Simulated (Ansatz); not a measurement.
Geometry optimisation, DFT PBE-D3(BJ), scalar-relativistic, plane waves, PAW in Ansatz.

Input file:

```yaml
crystal:
  lattice:
    - [0.0, 5.43, 5.43]
    - [5.43, 0.0, 5.43]
    - [5.43, 5.43, 0.0]
  atoms:
    - { symbol: Si, position: [0.0, 0.0, 0.0] }
    - { symbol: Si, position: [0.125, 0.125, 0.125] }
    - { symbol: Si, position: [0.0, 0.0, 0.5] }
    - { symbol: Si, position: [0.125, 0.125, 0.625] }
    - { symbol: Si, position: [0.0, 0.5, 0.0] }
    - { symbol: Si, position: [0.125, 0.625, 0.125] }
    - { symbol: Si, position: [0.0, 0.5, 0.5] }
    - { symbol: Si, position: [0.125, 0.625, 0.625] }
    - { symbol: Si, position: [0.5, 0.0, 0.0] }
    - { symbol: Si, position: [0.625, 0.125, 0.125] }
    - { symbol: Si, position: [0.5, 0.0, 0.5] }
    - { symbol: Si, position: [0.625, 0.125, 0.625] }
    - { symbol: Si, position: [0.5, 0.5, 0.0] }
    - { symbol: Si, position: [0.625, 0.625, 0.125] }
    - { symbol: Si, position: [0.5, 0.5, 0.5] }
    - { symbol: Si, position: [0.625, 0.625, 0.625] }
    - { symbol: Ti, position: [0.81160041, 0.81081679, 0.55830854] }
basis:
  ecutwfc: 420.0
kpoints:
  mp_grid: { grid: [2, 2, 2] }
hamiltonian:
  xc: pbe
  dispersion: d3bj
  pseudopotentials: { kind: paw, azcp: { folder: soft_1 } }
scf:
  occupations: { method: gaussian, width: 0.02 }
  lower_state_search: "off"
relax:
  f_tol: 0.03
  max_steps: 60
  adjacent_minimum: "off"
```

Launched with:

```bash
$ ansatz run input.yaml --threads 1 --pin off --max-ram 3072MiB --backend cpu --events-out ev --progress --plain --runs-dir out
```

Problem. Where does it end, and by what steps?

Solution. The forces met the threshold. The force dipped under the threshold on the way, but the program's further checks kept it going. Limits of this set-up: coarse k mesh, a small cell, in which the defect meets its images. After 24 steps the energy has fallen by 3.246 eV; Ti17 moved furthest, 1.07 Å. Joined: Si2–Ti17 (3.53 → 2.74 Å).

| step | energy less start (eV) | largest force component (eV/Å) | accepted |
| --- | --- | --- | --- |
| 0 | 0.0000 | 3.412 | yes |
| 1 | -1.2700 | 1.223 | yes |
| 2 | -1.5066 | 0.120 | yes |
| 3 | -1.5800 | 0.509 | yes |
| 4 | -1.8981 | 1.003 | yes |
| 5 | -2.2837 | 0.992 | yes |
| 6 | -2.6917 | 0.793 | yes |
| 7 | -3.0738 | 0.435 | yes |
| 8 | -3.2226 | 0.172 | yes |
| 9 | -3.2440 | 0.051 | yes |
| 10 | -3.2450 | 0.027 | yes |
| 11 | -3.2454 | 0.005 | yes |
| 12 | -3.2454 | 0.006 | yes |
| 13 | -3.2453 | 0.030 | no |
| 14 | -3.2455 | 0.008 | yes |
| 15 | -3.2152 | 0.194 | no |
| 16 | -3.2456 | 0.012 | yes |
| 17 | -3.2455 | 0.023 | yes |
| 18 | -3.2457 | 0.013 | yes |
| 19 | -3.2458 | 0.012 | yes |
| 20 | -3.2435 | 0.061 | no |
| 21 | -3.2461 | 0.016 | yes |
| 22 | -3.2448 | 0.038 | no |
| 23 | -3.2464 | 0.014 | yes |
| 24 | -3.2463 | 0.022 | yes |

```xyz
17
Lattice="0.0000 5.4300 5.4300 5.4300 0.0000 5.4300 5.4300 5.4300 0.0000" Properties=species:S:1:pos:R:3
Si 0.008 -0.011 -0.005
Si 1.397 1.415 1.350
Si 2.811 2.819 0.024
Si 4.142 4.124 1.337
Si 2.764 0.028 2.661
Si 4.087 1.393 4.032
Si 5.444 2.791 2.632
Si 6.834 4.148 4.052
Si 0.002 2.770 2.647
Si 1.384 4.064 4.012
Si 2.785 5.413 2.622
Si 4.134 6.833 4.038
Si 2.757 2.759 5.392
Si 4.086 4.107 6.738
Si 5.438 5.446 5.405
Si 6.820 6.809 6.703
Ti 6.843 6.830 9.470
```

Whether the end is a true minimum wasn't checked by a vibrational analysis.

Run time: 2.4 min on 1 thread of Arm Neoverse V2 (shared host), peak memory 0.55 GiB.
